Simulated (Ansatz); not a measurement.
# CH3BrOSi, SMILES O=C[SiH2]Br: a rigid scan of one bond length

Computed with Ansatz's Python interface.

Run as a notebook:

**Cell 1**
```python
import ansatz as az
import numpy as np
```

**Cell 2**
```python
geometry = (
    az.Crystal.molecule()
    .atom("O", (-0.7149, 0.5411, -1.8889))
    .atom("C", (-0.5235, -0.2511, -1.0398))
    .atom("Si", (0.2637, 0.2881, 0.5397))
    .atom("Br", (0.6493, -1.4837, 1.8574))
    .atom("H", (-0.7557, -1.3243, -1.1657))
    .atom("H", (-0.5285, 1.2792, 1.3156))
    .atom("H", (1.6708, 0.8826, 0.336))
)
```

**Cell 3**
```python
symbols = [site.symbol for site in geometry.cartesian_sites]
start = np.array([site.position_ang for site in geometry.cartesian_sites])
axis = (start[6] - start[2]) / np.linalg.norm(start[6] - start[2])
moving = [6]
lengths, energies = [1.31, 1.42, 1.54, 1.7, 1.93, 2.31, 2.77, 3.39], []
for length in lengths:
    xyz = start.copy()
    xyz[moving] += (length - np.linalg.norm(start[6] - start[2])) * axis
    point = az.Crystal.molecule()
    for symbol, place in zip(symbols, xyz):
        point = point.atom(symbol, place.tolist())
    model = (
        point.calculation()
        .basis(gaussian="def2-SVP")
        .functional("HF")
    )
    r = model.run(threads=1).report
    energies.append(r["free_energy_ev"])
    print(f"r = {length:6.3f} A  E = {energies[-1]:.5f} eV  <S^2> = {abs(r['mean_field']['state']['spin_squared']):.3f}")

print("energy above the lowest point (eV):", [round(e - min(energies), 3) for e in energies])
```
Output:
```text
r =  1.310 A  E = -80962.95180 eV  <S^2> = 0.000
r =  1.420 A  E = -80963.26576 eV  <S^2> = 0.000
r =  1.540 A  E = -80963.25638 eV  <S^2> = 0.000
r =  1.700 A  E = -80962.91533 eV  <S^2> = 0.000
r =  1.930 A  E = -80962.12454 eV  <S^2> = 0.000
r =  2.310 A  E = -80960.66738 eV  <S^2> = 0.000
r =  2.770 A  E = -80959.13540 eV  <S^2> = 0.000
r =  3.390 A  E = -80957.59763 eV  <S^2> = 0.000
energy above the lowest point (eV): [0.314, 0.0, 0.009, 0.35, 1.141, 2.598, 4.13, 5.668]
```

Caveats:
- Total energies depend on the basis set; only differences at equal settings carry meaning.
- The rest of the molecule is held rigid at a force-field or estimated start geometry, and the basis set is modest; single-reference methods fail as a bond breaks.
- Hartree-Fock leaves correlation out, so bond, atomisation and ionisation energies come out well too low.
- The orbitals are restricted, so S² is zero by construction.
- Toward dissociation an unrestricted state can lie under the restricted one, by tenths of an eV for polar bonds under a functional and by 1 to 2 eV or more for others.
- Wall time of the script: 9 s on 1 thread of AMD EPYC 9B14 (Zen 4), on a shared host, peak memory 0.24 GiB.
